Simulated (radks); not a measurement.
# As³⁺ in [Ne] 3s2 3p5 3d10 4s2 4d1: an all-electron calculation

Aim: the levels, the sizes of the orbitals and the parts of the energy of the arsenic ion As3+.

Method: scalar-relativistic Kohn-Sham, r2SCAN, spin-unpolarised, spherical densities, finite nucleus. Code: radks (a radial shooting solver on a logarithmic mesh, Libxc functionals) version 1.

## (1) What is computed

```
element            : arsenic (Z = 33)
charge             : +3
electrons          : 30
configuration      : [Ne] 3s2 3p5 3d10 4s2 4d1
nuclear rms radius : 4.0968 fm
```

The outer shells:

As³⁺
```
[Ne] core
3s [↑↓]
3p [↑↓][↑↓][↑ ]
3d [↑↓][↑↓][↑↓][↑↓][↑↓]
4s [↑↓]
4d [↑ ][  ][  ][  ][  ]
```

## (2) The run

Input:

```text
Z 33
configuration [Ne] 3s2 3p5 3d10 4s2 4d1 4p0 5s0
relativity scalar-relativistic
functional r2scan,r2scan
spin unpolarised
nucleus finite rms 4.0968 fm
c 137.035999084
```

Run with:

```sh
> python run_ks.py task.json out
```

All runs below come from this command, one after another.

**Question.** What will this run give?

As calculated:

| quantity | value |
| --- | --- |
| total energy | -2253.21695 hartree |
| exchange-correlation share of it | 3.63 % |
| −T/E | 1.0193 |
| highest occupied level | 4d, -20.372 eV |
| most extended occupied level | 4d, <r> = 2.64 bohr |
| radius at density 0.001 e/bohr³ | 3.79 bohr |
| maxima of the radial density | 3 |

The radial density shows 3 maxima for 4 occupied principal shells; where shells overlap, one shows as a shoulder or not at all. −T/E is 1.019: with relativity the kinetic term as defined here no longer equals −E. This is not the tabulated ground configuration, so its levels and sizes aren't those of the ground state, and no measured value stands beside it.
